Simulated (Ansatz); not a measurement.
# HOSeSi−: one structure at several levels

One table from this session's results is given with a row withheld; the runs are named, their logs left out.

Program: Ansatz 0.2.0, Gaussian basis. Level of theory: single points in def2-TZVPPD. These are calculated values, not measurements.

Correlated methods freeze the cores. Filled d shells of the heavier atoms are correlated.

## The system as given

SMILES `O=[Si-][SeH]`, 4 atoms, charge -1, spin multiplicity 1.

Atoms are counted from 1 here; the program's logs count them from 0.

Bond lengths: O1–Si2 1.436 Å, Se3–H4 1.427 Å.

Geometry (Å):

```xyz
4
charge -1, multiplicity 1
O    -1.05260    0.62680    1.22910
Si   -1.42860   -0.37960    0.27560
Se    1.08780   -0.64000   -1.18310
H     1.40920    0.41450   -0.27620
```

The first run:

The input, run/in.yaml:

```yaml
crystal:
  periodic: [false, false, false]
  atoms:
    - {symbol: O, position_ang: [-1.052600, 0.626800, 1.229100]}
    - {symbol: Si, position_ang: [-1.428600, -0.379600, 0.275600]}
    - {symbol: Se, position_ang: [1.087800, -0.640000, -1.183100]}
    - {symbol: H, position_ang: [1.409200, 0.414500, -0.276200]}
basis:
  gaussian: {orbitals: "def2-TZVPPD.json"}
total_charge: -1
correlation: {method: ccsd_t}
output: {forces: true}
```

The basis file named in the input lies beside it (Basis Set Exchange, JSON).

The command line of these runs was not kept.

Steps of the session up to this table: CCSD(T)/def2-TZVPPD; PBE0-D4/def2-TZVPPD; wB97M-V/def2-TZVPPD; r2SCAN-D4/def2-TZVPPD; PBE-D4/def2-TZVPPD; LC-wPBE/def2-TZVPPD; BLYP-D4/def2-TZVPPD.

One of the session's tables, all rows but one given; the rest of the session is left out.

| method | RMS force component (eV/Å) | angle to CCSD(T) forces (°) |
| --- | --- | --- |
| CCSD(T) | 3.051 | reference |
| PBE0-D4 | 2.806 | 1.7 |
| wB97M-V | 2.776 | 0.6 |
| r2SCAN-D4 | 2.943 | 0.7 |
| PBE-D4 | 3.243 | 2.1 |
| LC-wPBE | 2.657 | 1.9 |
| BLYP-D4 | ? | ? |

**Question.** Estimate the row for BLYP-D4.

As computed: RMS force component (eV/Å): 3.263; angle to CCSD(T) forces (°): 2.8. In the column «RMS force component (eV/Å)» it is the highest.
